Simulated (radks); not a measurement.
**Fractional charge and spin in the 6s shell of tantalum**

The task here is to estimate one member of a computed series from the others.

Program: radks (a radial shooting solver on a logarithmic mesh, Libxc functionals) version 1. Level of theory: scalar-relativistic Kohn-Sham, PBE, spin-polarised, spherical densities, finite nucleus. These are calculated values, not measurements, unless marked.

## Starting point

* element: tantalum (Z = 73)
* configuration: [Xe] 4f14 5d(up 1.5, down 1.5) 6s(up 1, down 1)
* nuclear rms radius: 5.3507 fm

A shell typed twice in an input gives spin up, then spin down.

The first run:

The run's settings:

```text
Z 73
configuration [Xe] 4f14 5d1.5 5d1.5 6s1 6s1
relativity scalar-relativistic
functional pbe,pbe
spin polarised
nucleus finite rms 5.3507 fm
c 137.035999084
```

Among the steps run: 6s: up 1, down 1.

One of the session's tables, all rows but one given; the rest of the session is left out.

Radial moments (bohr):

```
level     <r>  outermost maximum (interpolated)  90 % within  nodes
   4s  0.4588                             0.429        0.659      3
   4p  0.4877                             0.450        0.709      2
   4d  0.5231                             0.461        0.785      1
   5s       ?                                 ?            ?      ?
   5p   1.294                              1.12         1.90      3
   4f  0.6394                             0.441         1.07      0
   6s   3.300                              2.77         4.91      5
   5d   2.257                              1.58         3.70      2
```

Q: Estimate the row for 5s from the others.

The run gave: <r>: 1.100; outermost maximum (interpolated): 0.988; 90 % within: 1.58; nodes: 4. In the column «<r>» it lies between 4f (0.6394) and 5p (1.294).
